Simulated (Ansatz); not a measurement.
# C₃H₉GaO: how energies converge with the basis set

An exercise on one series of results from a longer session: the logs are not shown, and one member is left open.

Computed with Ansatz 0.2.0, Gaussian basis. Level: one geometry, several basis sets.

Plan: PBE0-D4/def2-SVP; ωB97M-V/def2-SVP; PBE0-D4/def2-QZVPP; ωB97M-V/def2-QZVPP; the functionals' def2-TZVPP values are taken from earlier runs.

## Structure used throughout

The geometry comes from an earlier relaxation with PBE0-D4 in a triple-zeta def2 set; it is a stationary point, not always the lowest conformer.

14 atoms, charge 0, spin multiplicity 1.

Atoms are counted from 1 here; the program's logs count them from 0.

Bond lengths: C1–O2 1.389 Å, C1–H6 1.097 Å, C1–H7 1.098 Å, C1–H8 1.097 Å, O2–Ga3 1.789 Å, C4–C5 1.518 Å, C4–H9 1.094 Å, C4–H10 1.093 Å, C4–H11 1.094 Å, C5–H12 1.093 Å, C5–H13 1.092 Å, C5–H14 1.092 Å. Angles: O2–C1–H6 110.6°, O2–C1–H7 111.8°, O2–C1–H8 110.9°, H6–C1–H7 107.8°, H6–C1–H8 107.8°, H7–C1–H8 107.7°, C1–O2–Ga3 160.4°, C5–C4–H9 111.4°, C5–C4–H10 111.5°, C5–C4–H11 111.5°, H9–C4–H10 107.3°, H9–C4–H11 107.7°, H10–C4–H11 107.2°, C4–C5–H12 111.5°, C4–C5–H13 111.4°, C4–C5–H14 111.3°, H12–C5–H13 107.7°, H12–C5–H14 107.2° and more.

Geometry (Å):

```
C    -1.9472   -0.9517    0.5993
O    -0.8805   -1.7272    1.0340
Ga    0.7743   -2.3949    1.1660
C     1.3324    0.4195   -1.0598
C     0.8683    1.3913    0.0102
H    -2.8392   -1.5714    0.4480
H    -1.7245   -0.4465   -0.3495
H    -2.1968   -0.1798    1.3377
H     0.5447   -0.2925   -1.3213
H     1.6183    0.9398   -1.9771
H     2.2028   -0.1546   -0.7297
H     0.5677    0.8689    0.9219
H     1.6587    2.0964    0.2774
H     0.0079    1.9732   -0.3283
```

Set-up of the first run:

in.yaml reads:

```yaml
crystal:
  periodic: [false, false, false]
  atoms:
    - {symbol: C, position_ang: [-1.947207, -0.951658, 0.599271]}
    - {symbol: O, position_ang: [-0.880543, -1.727153, 1.034020]}
    - {symbol: Ga, position_ang: [0.774295, -2.394875, 1.165994]}
    - {symbol: C, position_ang: [1.332448, 0.419524, -1.059835]}
    - {symbol: C, position_ang: [0.868292, 1.391257, 0.010221]}
    - {symbol: H, position_ang: [-2.839243, -1.571368, 0.447970]}
    - {symbol: H, position_ang: [-1.724549, -0.446463, -0.349493]}
    - {symbol: H, position_ang: [-2.196767, -0.179781, 1.337750]}
    - {symbol: H, position_ang: [0.544726, -0.292495, -1.321254]}
    - {symbol: H, position_ang: [1.618271, 0.939850, -1.977085]}
    - {symbol: H, position_ang: [2.202788, -0.154626, -0.729680]}
    - {symbol: H, position_ang: [0.567736, 0.868899, 0.921894]}
    - {symbol: H, position_ang: [1.658732, 2.096384, 0.277397]}
    - {symbol: H, position_ang: [0.007921, 1.973205, -0.328269]}
basis:
  gaussian: {orbitals: def2-SVP}
hamiltonian: {xc: pbe0, dispersion: d4}
output: {orbitals: {seedname: orbitals}}
```

Steps of the session up to this table: PBE0-D4 in def2-SVP; ωB97M-V in def2-SVP; PBE0-D4 in def2-QZVPP; ωB97M-V in def2-QZVPP.

One table of the session follows, with a row left open; its other results are not shown here.

It belongs to the step «Density functionals: the series». 

```
functional       basis  HOMO (eV)
   PBE0-D4    def2-SVP      -7.05
   PBE0-D4  def2-TZVPP          ?
   PBE0-D4  def2-QZVPP      -7.14
   ωB97M-V    def2-SVP      -9.26
   ωB97M-V  def2-TZVPP      -9.33
   ωB97M-V  def2-QZVPP      -9.37
```

Estimate the missing values for PBE0-D4, def2-TZVPP.

The run gave: HOMO (eV): -7.11. In the column «HOMO (eV)» it lies between PBE0-D4, def2-QZVPP (-7.14) and PBE0-D4, def2-SVP (-7.05).
